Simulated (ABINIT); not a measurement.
A calculation with ABINIT 10.8.3 (patched build) of GdO (native input, structure typed inline):

File run.abi:

```
pp_dirpath "./"
pseudos "Gd.GGA_PBE-JTH.xml, O.GGA_PBE-JTH.xml"

acell 5.2946606586 5.2946606586 5.2946606586
rprim
     1.0000000000     0.0000000000     0.0000000000
     0.0000000000     1.0000000000     0.0000000000
     0.0000000000     0.0000000000     1.0000000000
ntypat 2
znucl 64 8
natom 2
typat 1 2
xred
     0.0000000000     0.0000000000     0.0000000000
     0.5000000000     0.5000000000     0.5000000000

ecut 23.0
pawecutdg 45.0
pawxcdev 0

kptopt 1
ngkpt 9 9 9
nshiftk 1
shiftk 0.0 0.0 0.0

ixc 11

nband 21
occopt 3
tsmear 0.05 eV

nsppol 2
spinat
     0.0000000000     0.0000000000     7.0000000000
     0.0000000000     0.0000000000     0.0000000000

nstep 100
tolvrs 1.0e-9

iomode 3
prtwf 0
prtden 0
prteig 0
prtebands 0
```

Potentials or basis: JTH PAW PBE v2.0.

Launch:

```sh
$ abinit run.abi > log 2>&1
```

The cell comes from a database or a generator and needn't be the stable form of this composition.

Write the same calculation in another form: native input, structure from a POSCAR.

As run:

File run.abi:

```
# Pseudopotentials
pp_dirpath "./"
pseudos "Gd.GGA_PBE-JTH.xml, O.GGA_PBE-JTH.xml"

# Structure
structure "poscar:POSCAR"
natom 2

# Plane-wave basis
ecut 23.0
pawecutdg 45.0
pawxcdev 0

# k points
kptopt 1
ngkpt 9 9 9
nshiftk 1
shiftk 0.0 0.0 0.0

# Exchange and correlation
ixc 11

# Bands and occupations
nband 21
occopt 3
tsmear 0.00183747

# Spin
nsppol 2
spinat
     0.0000000000     0.0000000000     7.0000000000
     0.0000000000     0.0000000000     0.0000000000

# SCF cycle
nstep 100
tolvrs 1.0e-9

# Output
iomode 3
prtwf 0
prtden 0
prteig 0
prtebands 0
```

POSCAR

```
GdO
1.0
    2.8018137600      0.0000000000      0.0000000000
    0.0000000000      2.8018137600      0.0000000000
    0.0000000000      0.0000000000      2.8018137600
Gd O
1 1
Direct
    0.0000000000      0.0000000000      0.0000000000  Gd
    0.5000000000      0.5000000000      0.5000000000  O
```

Potentials or basis: JTH PAW PBE v2.0.

Run with:

```console
$ abinit run.abi > log 2>&1
```

Both were run:

|  | native input, structure typed inline | native input, structure from a POSCAR |
| --- | --- | --- |
| Pressure | 52.0 GPa | 52.0 GPa |
| Band gap on the k mesh | none (metal or under the smearing width) | none (metal or under the smearing width) |
| Net moment | -1.39 μB per cell | 1.39 μB per cell |
| Site moments | Gd -1.36; O -0.00 μB | Gd +1.36; O +0.00 μB |
| Valence electrons inside the program's atomic spheres | Gd 16.08; O 4.59 | Gd 16.08; O 4.59 |

Keys that steer only the numerical path or the files written may differ.

Caveat: a pressure of tens of GPa on the cell as given is suspect, and the run, the potentials or the cell itself is likely at fault; spin-orbit coupling is left out, which moves the levels of the heavy elements; the moment fell far below its start of 7 μB, so a state of higher moment may lie lower in energy; a cell with one magnetic atom can't hold antiferromagnetic order, which such compounds often take; without U or exact exchange the open f shell lies at the Fermi level, which spoils levels, moments and volumes.
